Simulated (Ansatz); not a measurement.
MgGe2:

```xyz
6
Lattice="5.5215 -1.8498 0.0000 5.5215 1.8498 0.0000 -3.2176 0.0000 6.0078" Properties=species:S:1:pos:R:3 pbc="T T T"
Ge    4.8996    0.0000    1.7640
Ge    2.9258    0.0000    4.2438
Ge    6.5513    0.0000    5.9203
Ge    1.2740    0.0000    0.0875
Mg    7.8794    0.0000    2.0982
Mg   -0.0541    0.0000    3.9095
```

The cell comes from a database or a generator and needn't be the stable form of this composition.

Base run:

| Item | Value |
| --- | --- |
| Program | Ansatz 0.2.0 |
| Functional | PBEsol |
| Potentials or basis | Ansatz PAW |
| Cutoff | 420 eV (not typed: the program's choice for these potentials) |
| k mesh | 8 × 8 × 5 |
| Occupations | fermi-dirac, width 0.05 eV |
| Spin | no spin polarisation |

Its results: band gap on the k mesh none (metal or under the smearing width); pressure -2.7 GPa; largest force 0.157 eV/Å.

Task: After a change of settings the same cell gave: band gap on the k mesh none (metal or under the smearing width); pressure 3.2 GPa; largest force 0.273 eV/Å. Which change was it?
A. functional from PBEsol to r2SCAN; cutoff from 420 eV (not typed: the program's choice for these potentials) to 500 eV (not typed: the program's choice for these potentials)
B. functional from PBEsol to LDA
C. functional from PBEsol to PBE
D. functional from PBEsol to BLYP

Result: D.

BLYP binds less tightly than PBEsol, so the same cell stands under more pressure.

Caveats: the PAW data sets come from PBE, with cores solved anew for the run's functional, which leaves a small shift of forces and pressure.
